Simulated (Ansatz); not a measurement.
# AsF2: the cost of one run

Program: Ansatz 0.2.0, Gaussian basis. Level of theory: the settings change from run to run. These are calculated values, not measurements.

27 further runs of the same task are left out: 2 for a known fault of the program, 13 that didn't finish, 12 set aside as unsound or not needed.

## Step 1: The system

The geometry is a PBE0/def2-TZVP stationary point (not a proven minimum) of the parent state, kept for this charge and spin. No spin-orbit coupling is included. The filled d shell of As may be among the frozen orbitals whatever the setting's name suggests; the logs give the count.

3 atoms, charge 0, spin multiplicity 6.

Atoms are counted from 1 here; the program's logs count them from 0.

Bond lengths: As1–F2 1.800 Å, As1–F3 1.800 Å. Angles: F2–As1–F3 180.0°.

## Step 2: CCSDT(Q) on ROHF/STO-3G

File in.yaml:

```yaml
crystal:
  periodic: [false, false, false]
  atoms:
    - {symbol: As, position_ang: [0.000000, 0.000000, 0.000000]}
    - {symbol: F, position_ang: [0.000000, 0.000000, -1.800000]}
    - {symbol: F, position_ang: [0.000000, 0.000000, 1.800000]}
basis:
  gaussian: {orbitals: STO-3G}
magnetization: {spin_polarized: false, initial_magnetization: 5}
correlation: {method: ccsdt_q, electrons: all}
```

Started as:

```sh
ansatz run in.yaml --threads 1 --pin off --events-out ev --progress --plain --max-ram 2393MiB
```

What time and memory should one allow on 1 thread of Arm Neoverse V2, shared host?

About 14 s, with a peak of 0.49 GiB.
